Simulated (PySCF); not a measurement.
# C5H6F4: the cost of one run

Computed with PySCF 2.14.0, with density-fitted response routines of our own, on a single molecule, in the gas phase or a continuum. Atoms count from 0, in the outputs and in this text.

## Step 1: The starting structure

15 atoms, charge 0, multiplicity 1; geometry from: GFN2-xTB.

Bonds of the start (Å): C0–C1 1.51, C1–C2 1.50, C2–C3 1.50, C3–F4 1.37, C3–C5 1.51, C5–F6 1.34, C5–F7 1.34, C5–F8 1.33, C3–C1 1.50, C0–H9 1.09, C0–H10 1.09, C0–H11 1.09, C1–H12 1.08, C2–H13 1.08, C2–H14 1.08.

## Step 2: Optimising the geometry at PBE0-D3(BJ)/def2-SVP

The job: settings as JSON, then the geometry in Å.

```
{"job": {"xc": "PBE0", "basis": "def2-SVP", "d3": "d3bj", "grid": 1, "kind": "geom"}, "charge": 0, "multiplicity": 1}
C      1.532897     0.727993    -0.371571
C      0.833632    -0.282798     0.500428
C      0.077578    -1.446866    -0.080737
C     -0.663720    -0.335202     0.597752
F     -1.203608    -0.589939     1.829172
C     -1.564168     0.608432    -0.169969
F     -1.371373     1.893209     0.166243
F     -1.361725     0.531863    -1.494827
F     -2.856645     0.345740     0.035820
H      2.564708     0.420684    -0.526484
H      1.532903     1.704602     0.108486
H      1.052889     0.818623    -1.341774
H      1.333299    -0.471275     1.443604
H     -0.015904    -1.523250    -1.153266
H      0.104824    -2.393829     0.435212
```

The run is started by

```bash
$ OMP_NUM_THREADS=1 python probes_run.py task.json out
```

One launch serves the whole session: the jobs run in the order shown.

Q: Estimate the wall time and peak memory of this first job on 1 thread of Arm Neoverse V2, shared host.

About 49 s, with a peak of 0.64 GiB.
